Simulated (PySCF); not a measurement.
**Bi: excitation energy in aug-cc-pwCVTZ-DK3 plus 1 even-tempered diffuse shell per l**

Wanted: the excitation energy of bismuth, up a ladder of methods.

Program: PySCF 2.14.0. Level of theory: unrestricted determinants in a Gaussian basis, no spin-orbit coupling in the energies. These are calculated values, not measurements, unless marked.

## 1. What is computed

* Element: bismuth (Z = 83)
* Basis: aug-cc-pwCVTZ-DK3 with one added diffuse shell each of s, d, f type (12s10p9d6f1g, 138 functions)
* Hamiltonian: scalar relativity by spin-free X2C-1e
* State 1: Bi: [Xe] 4f14 5d10 6s1 6p4, high-spin 4P determinant (an excited configuration)
* Needed too, but not shown: Bi [Xe] 4f14 5d10 6s2 6p3 (4S)
* Methods: M06-L, B3LYP

The outer shells:

Bi [Xe] 4f14 5d10 6s1 6p4
```
[Xe] core
4f [↑↓][↑↓][↑↓][↑↓][↑↓][↑↓][↑↓]
5d [↑↓][↑↓][↑↓][↑↓][↑↓]
6s [↑ ]
6p [↑↓][↑ ][↑ ]
```

One driver process ran all states and methods and kept the integrals in memory. Each run is shown as a PySCF script that sums up its settings (the driver passes frozen orbitals as a list and adds second-order terms of double hybrids); the logs are those of the runs themselves. The driver starts from symmetry-adapted Hartree-Fock orbitals, holds the occupation by maximum overlap and uses a logarithmic radial grid for functionals, so a plain start would take other cycles.

The integrals over 138 functions and the set-up took 46 s of CPU time.

## 2. Bi [Xe] 4f14 5d10 6s1 6p4, method by method

M06-L:

Contents of input.py:

```python
from pyscf import gto, scf, dft, mp, cc
import basis_set_exchange as bse
mol = gto.M(atom="Bi 0 0 0", charge=0, spin=3, symmetry="D2h",
            basis=gto.basis.parse(bse.get_basis("aug-cc-pwCVTZ-DK3", elements=["Bi"], fmt="nwchem", augment_diffuse=1)),
            nucmod="G")
mf = dft.UKS(mol, xc="M06L").sfx2c1e()
mf.irrep_nelec = {'Ag': (12, 11), 'B1g': (3, 3), 'B2g': (3, 3), 'B3g': (3, 3), 'Au': (1, 1), 'B1u': (7, 6), 'B2u': (7, 7), 'B3u': (7, 6)}
mf.kernel()
```

B3LYP:

Changes to input.py:

```diff
@@ -5,3 +5,3 @@
             nucmod="G")
-mf = dft.UKS(mol, xc="M06L").sfx2c1e()
+mf = dft.UKS(mol, xc="B3LYP").sfx2c1e()
 mf.irrep_nelec = {'Ag': (12, 11), 'B1g': (3, 3), 'B2g': (3, 3), 'B3g': (3, 3), 'Au': (1, 1), 'B1u': (7, 6), 'B2u': (7, 7), 'B3u': (7, 6)}
```

What does the calculation give?

As calculated:

| quantity | value |
| --- | --- |
| excitation energy, Bi → [Xe] 4f14 5d10 6s1 6p4 | UHF 9.227, B3LYP 9.810 eV |

**Reading.** The methods span 0.583 eV, from UHF (9.227) to B3LYP (9.810). No reference value is at hand in this session. All values hold for this basis alone; no basis-set limit was taken.
